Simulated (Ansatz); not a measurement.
# Sc2InAs3: the cost of one run

Method: DFT PBE, scalar-relativistic, plane waves, PAW, in Ansatz 0.2.0.

## Step 1: The system as given

It takes space group P-6m2 (No. 187, hexagonal). Conventional cell: a = 4.293 Å, b = 4.293 Å, c = 8.024 Å, α = 90.00°, β = 90.00°, γ = 120.00°. Sc (site symmetry 3m) has 3 In at 3.12 Å and 9 As at 3.12 to 3.26 Å as nearest neighbours. In (site symmetry -6m2) is surrounded by 3 As at 2.48 Å. Around As (site symmetry -6m2) lie 3 As at 2.48 Å and 6 Sc at 3.26 Å. As (site symmetry -6m2) is surrounded by 3 In at 2.48 Å and 6 Sc at 3.12 Å.

Structure file:

```cif
data_structure
_symmetry_space_group_name_H-M 'P-6m2'
_symmetry_Int_Tables_number 187
_cell_length_a 4.2929
_cell_length_b 4.2929
_cell_length_c 8.0236
_cell_angle_alpha 90.000
_cell_angle_beta 90.000
_cell_angle_gamma 120.000
_cell_volume 128.05
loop_
_atom_site_label
_atom_site_type_symbol
_atom_site_symmetry_multiplicity
_atom_site_Wyckoff_symbol
_atom_site_fract_x
_atom_site_fract_y
_atom_site_fract_z
_atom_site_occupancy
Sc1 Sc 2 i 0.66667 0.33333 0.23545 1
In1 In 1 a 0.00000 0.00000 0.00000 1
As1 As 1 b 0.00000 0.00000 0.50000 1
As2 As 1 c 0.33333 0.66667 0.00000 1
As3 As 1 d 0.33333 0.66667 0.50000 1
```

The cell is invented: species swapped into a database cell of Ce2NiGe3 (P-6m2, No. 187), with Sc on the Ce sites, In on the Ni sites and As on the Ge sites. Lengths come from tabulated atomic sizes and are only a guess.

## Step 2: A first look at the guess

Input file input.yaml:

```yaml
crystal:
  lattice:
    - [4.29285213, 0.0, 0.0]
    - [-2.14642606, 3.717719, 0.0]
    - [0.0, 0.0, 8.02364925]
  atoms:
    - { symbol: Sc, position: [0.66666667, 0.33333333, 0.23545399] }
    - { symbol: Sc, position: [0.66666667, 0.33333333, 0.76454601] }
    - { symbol: In, position: [0.0, 0.0, 0.0] }
    - { symbol: As, position: [0.0, 0.0, 0.5] }
    - { symbol: As, position: [0.33333333, 0.66666667, 0.0] }
    - { symbol: As, position: [0.33333333, 0.66666667, 0.5] }
basis:
  ecutwfc: 420
kpoints:
  mp_grid: { grid: [6, 6, 2] }
hamiltonian:
  xc: pbe
scf:
  occupations: { method: gaussian, width: 0.1 }
  lower_state_search: "off"
output:
  forces: true
  stress: true
  eigenvalues: true
```

Launch:

```
ansatz run input.yaml --threads 1 --pin off --max-ram 2560MiB --backend cpu --events-out ev --progress --plain --runs-dir out
```

What time and memory should one allow on 1 thread of Arm Neoverse V2, shared host?

About 6.9 s, with a peak of 0.37 GiB.
